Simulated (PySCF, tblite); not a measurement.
# C₄H₃ClFO radical: geometry, infrared bands and EPR parameters

Wanted: the infrared bands and EPR parameters of C₄H₃ClFO radical (`C[C@@](F)(Cl)[C]=C=O`), by calculation.

Programs: tblite 0.8.0 and PySCF 2.14.0, with density-fitted response routines of our own. Each step states its level of theory. These are calculated values for one molecule in the gas phase, unless marked as measured. Atoms are numbered from 0 throughout.

## Step 1: Starting geometry

10 atoms, charge 0, multiplicity 2; geometry from: force field or distance geometry start.

Bonds of the start (Å): C0–C1 1.53, C1–F2 1.37, C1–Cl3 1.79, C1–C4 1.51, C4–C5 1.31, C5–O6 1.25, C0–H7 1.11, C0–H8 1.11, C0–H9 1.11.

## Step 2: Relaxing the molecule with GFN2-xTB

Job settings and geometry (Å):

```
{"job": {"kind": "relax", "xc": "GFN2-xTB", "basis": "xTB"}, "charge": 0, "multiplicity": 2}
C     -0.801500    -0.798800    -0.227700
C     -0.417600     0.675200    -0.322100
F     -0.156900     1.050200    -1.611100
Cl    -1.695800     1.725600     0.368300
C      0.854000     0.911600     0.447700
C      1.943800     0.234000     0.178400
O      2.998100    -0.395500    -0.061500
H     -1.661000    -0.909000     0.467800
H      0.063800    -1.387600     0.136100
H     -1.117900    -1.101000    -1.251300
```

The run is started by

```
$ OMP_NUM_THREADS=1 python probes_run.py task.json out
```

One launch serves the whole session: the jobs run in the order shown.

**Question.** This job is followed by: GFN2-xTB harmonic vibrations, gas phase; UKS B3LYP, pcH-1 on C Cl F H O, non-relativistic, mean-field spin-orbit, GIAO. What will the session give for the following? strongest single infrared mode (GFN2-xTB); zero-point energy (GFN2-xTB); g(iso) (B3LYP); ⟨S²⟩; largest a(iso) (averaged by class); potential on the surface of density 0.002 e/bohr³, 1st and 99th percentile.

The runs gave:

| quantity | value |
| --- | --- |
| strongest single infrared mode (GFN2-xTB) | 2228 cm⁻¹, 952 km/mol |
| zero-point energy (GFN2-xTB) | 36.7 kcal/mol |
| g(iso) (B3LYP) | 2.00782 |
| ⟨S²⟩ | 0.757 (exact 0.75) |
| largest a(iso) (averaged by class) | 13C on C4, 50.6 MHz |
| potential on the surface of density 0.002 e/bohr³, 1st and 99th percentile | -0.79 V and 1.22 V |

In words: The optimisation took 102 steps and gained 1.066 eV; among the close pairs (by a distance rule), C5–O6 changed most, from 1.251 to 1.171 Å. No mode is imaginary among the 24: a minimum at this level. The strongest single mode, at 2228 cm⁻¹, moves mainly C5. GFN2-xTB is a fitted tight-binding method: band positions and strengths are rough. Its intensities can rank the bands wrongly. C4 carries the largest spin population, 0.64 e. The isotropic g lies 5.5 ppt above the free-electron value. The conformer search found further structures of the same energy, which may be mirror or relabelled copies of this one.
